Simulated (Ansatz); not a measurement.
# Hf2C: properties of a relaxed candidate

Method: DFT PBE, scalar-relativistic, plane waves, PAW, in Ansatz 0.2.0.

### 1 The starting structure

The structure is tetragonal, space group P-4m2 (No. 115). The conventional cell has a = 3.239 Å, b = 3.239 Å, c = 29.667 Å, α = 90.00°, β = 90.00°, γ = 90.00°. Hf (site symmetry 2mm) is surrounded by 2 C at 2.09 Å. C (site symmetry -4m2) has 4 Hf at 2.09 Å as nearest neighbours.

Coordinates:

```
Hf C
1.0
     3.23934    0.00000    0.00000
     0.00000    3.23934    0.00000
     0.00000    0.00000   29.66658
Hf C
2 1
Direct
  0.00000 0.50000 0.24186
  0.50000 0.00000 0.33118
  0.50000 0.50000 0.28652
```

The cell was relaxed beforehand at this level, starting from a generated guess, and another structure or a mixture of phases may lie lower. At a tolerance of 0.05 Å it has layer group p-4m2 (No. 59); it has 3.50 Å²/atom, an uncorrected energy of +0.72 eV/atom over the elements.

It is a sheet, periodic along a and b, with vacuum along c; volumes and pressures of the box carry no meaning, and space groups named for it are those of the box.

### 2 Electronic structure at the relaxed geometry

Contents of input.yaml:

```yaml
crystal:
  lattice:
    - [3.2393362431, 0.0, 0.0]
    - [0.0, 3.2393362431, 0.0]
    - [0.0, 0.0, 29.66657896]
  atoms:
    - { symbol: Hf, position: [0.0, 0.5, 0.241855761] }
    - { symbol: Hf, position: [0.5, 0.0, 0.331179641] }
    - { symbol: C, position: [0.5, 0.5, 0.286517701] }
  periodic: [true, true, false]
basis:
  ecutwfc: 420
kpoints:
  mp_grid: { grid: [14, 14, 1] }
  band_path:
    path: [[0.0, 0.0, 0.0], [0.0, 0.5, 0.0], [0.5, 0.5, 0.0], [0.0, 0.0, 0.0]]
    npoints: 14
hamiltonian:
  xc: pbe
scf:
  occupations: { method: gaussian, width: 0.1 }
  n_extra_bands: 7
output:
  forces: true
  stress: true
  eigenvalues: true
  populations: true
  dos: { projected: true, de: 0.02, nscf_kmesh: { grid: [17, 17, 1] } }
  bader: true
  write_density: true
  write_potential: true
  elf: true
  volumetric_format: npy
```

On the command line:

```console
$ ansatz run input.yaml --threads 1 --pin off --max-ram 2048MiB --backend cpu --events-out ev --progress --plain --runs-dir out
```

Q: Estimate wall time and peak memory on 1 thread of Arm Neoverse V1, shared host.

About 2.4 min, with a peak of 0.69 GiB.
